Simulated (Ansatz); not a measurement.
## Al3Pd under changes of volume

One of the cells (15.371 Å³/atom); the others are scaled copies at fixed shape and fractional positions:

```
Pd Al
1.0
     3.94691    0.00000    0.00000
     0.00000    3.94691    0.00000
     0.00000    0.00000    3.94691
Pd Al
1 3
Cartesian
  0.0000 0.0000 0.0000
  1.9735 1.9735 0.0000
  1.9735 0.0000 1.9735
  0.0000 1.9735 1.9735
```

The cell comes from a database or a generator and needn't be the stable form of this composition.

| Quantity | Value |
| --- | --- |
| Program | Ansatz 0.2.0 |
| Functional | PBE |
| Potentials or basis | Ansatz PAW |
| Cutoff | 420 eV (not typed: the program's choice for these potentials) |
| k mesh | 7 × 7 × 7 |
| Occupations | fermi-dirac, width 0.05 eV |
| Spin | no spin polarisation |

| volume (Å³/atom) | energy over the lowest point (meV/atom) | pressure (GPa) |
| --- | --- | --- |
| 14.449 | ? | ? |
| 14.756 | 15.11 | 6.5 |
| 15.064 | 5.34 | 3.8 |
| 15.371 | 0.48 | 1.4 |
| 15.679 | 0.00 | -0.8 |
| 15.986 | 3.44 | -2.7 |
| 16.294 | 10.37 | -4.4 |

Problem. What does the run at 14.449 Å³/atom give?

Solution. Energy over the lowest point 30.37 meV/atom; pressure 9.5 GPa.

Worked out: A Birch-Murnaghan fit of order 3 (a polynomial in V^(-2/3)) to the other rows has its minimum at 15.56 Å³/atom with B0 = V·E''(V) = 108 GPa and B' = 4.7. It gives 30.34 meV/atom at 14.449 Å³/atom, against the run's 30.37, and -dE/dV = 9.5 GPa, against 9.5.

Energies are extrapolated to zero smearing.
